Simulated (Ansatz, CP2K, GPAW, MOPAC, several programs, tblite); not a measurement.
## What each method gives for CuF (h-MgO type)

CuF (h-MgO type), relaxed with r2SCAN in Ansatz, was computed with several methods. It is hexagonal, P6_3/mmc (No. 194); a = 3.509 Å, c = 5.083 Å in the conventional setting, 13.55 Å³ an atom. Around Cu lie 3 F at 2.03 Å; around F lie 3 Cu at 2.03 Å. The cell comes from a prototype generator: it can be a known phase or a hypothetical one. Spin polarisation is off.

```yaml
crystal:
  lattice:
    - [3.50866, 0.00000, 0.00000]
    - [-1.75433, 3.03859, 0.00000]
    - [0.00000, 0.00000, 5.08252]
  atoms:
    - { symbol: Cu, position: [0.33333, 0.66667, 0.25000] }
    - { symbol: Cu, position: [0.66667, 0.33333, 0.75000] }
    - { symbol: F, position: [0.66667, 0.33333, 0.25000] }
    - { symbol: F, position: [0.33333, 0.66667, 0.75000] }
```

Gaps and times are for a single point on this cell; volume and bulk modulus come from each method's own relaxation or energy curve at fixed shape, which is too stiff where a cell has free coordinates or axes. Times are rough, from shared hosts (Arm Neoverse V2), and each method has its own mesh and cell size. A double dagger marks a value from a curve with shape and coordinates held. The energy curve of PM7 (MOPAC) is jagged, so its SCF state, and with it the gap, is in doubt. PM6 (MOPAC), PM7 (MOPAC), GFN1-xTB (tblite), GFN2-xTB (tblite) treat a cluster of cells at its zone centre, which samples few k points: where these miss a band edge, the gap comes out too large for that reason alone. Gaps from k meshes are read at a limited set of points (mesh, symmetry points, PBE's band edges), so each method's own least gap may be somewhat smaller. xTB and the PM methods were fitted mostly to molecules, and can miss a solid's gap by electronvolts. Minimal bases can be far off for gaps. Curves at held shape can't give the bulk modulus of a layered or molecular crystal, so none is listed. d marks a direct gap, i an indirect one (no mark: not told apart), a dash a value that wasn't computed or didn't pass its checks.

| method | kind | gap (eV) | own volume (Å³/atom) | bulk modulus (GPa) | atoms computed | processor time |
| --- | --- | --- | --- | --- | --- | --- |
| light PBE (260 eV and a coarse mesh) | light plane-wave | overlap 0.07 | – | – | 4 | 1.4 s |
| GFN1-xTB (tblite) | tight binding | 0.36 | 14.06‡ | – | 72 | 2.9 s |
| GFN2-xTB (tblite) | tight binding | 0.44 | 13.41‡ | – | 72 | 6.1 s |
| PBE/single zeta (GPAW) | small basis | overlap 0.05 | – | – | 4 | 6.3 s |
| PBE | semilocal | overlap 0.06 | 14.93 | – | 4 | 7.3 s |
| PM7 (MOPAC) | semi-empirical | 0 | – | – | 72 | 7.7 s |
| r2SCAN | semilocal | overlap 0.04 | 13.55 | – | 4 | 18 s |
| PBE/SZV (CP2K) | small basis | overlap 0.01 | – | – | 4 | 19 s |
| PM6 (MOPAC) | semi-empirical | 2.61 | – | – | 72 | 30 s |
| PBE/DZVP (CP2K) | small basis | overlap 0.02 | 14.63‡ | – | 4 | 61 s |

Volumes against r2SCAN's: PBE +10.2 %.

With PBE and r2SCAN the bands overlap or touch, or nearly. Semilocal functionals can close a real gap, so this doesn't show a metal; small gaps of other methods may in turn close between the points read or with spin-orbit coupling, and the solid may be a semimetal.
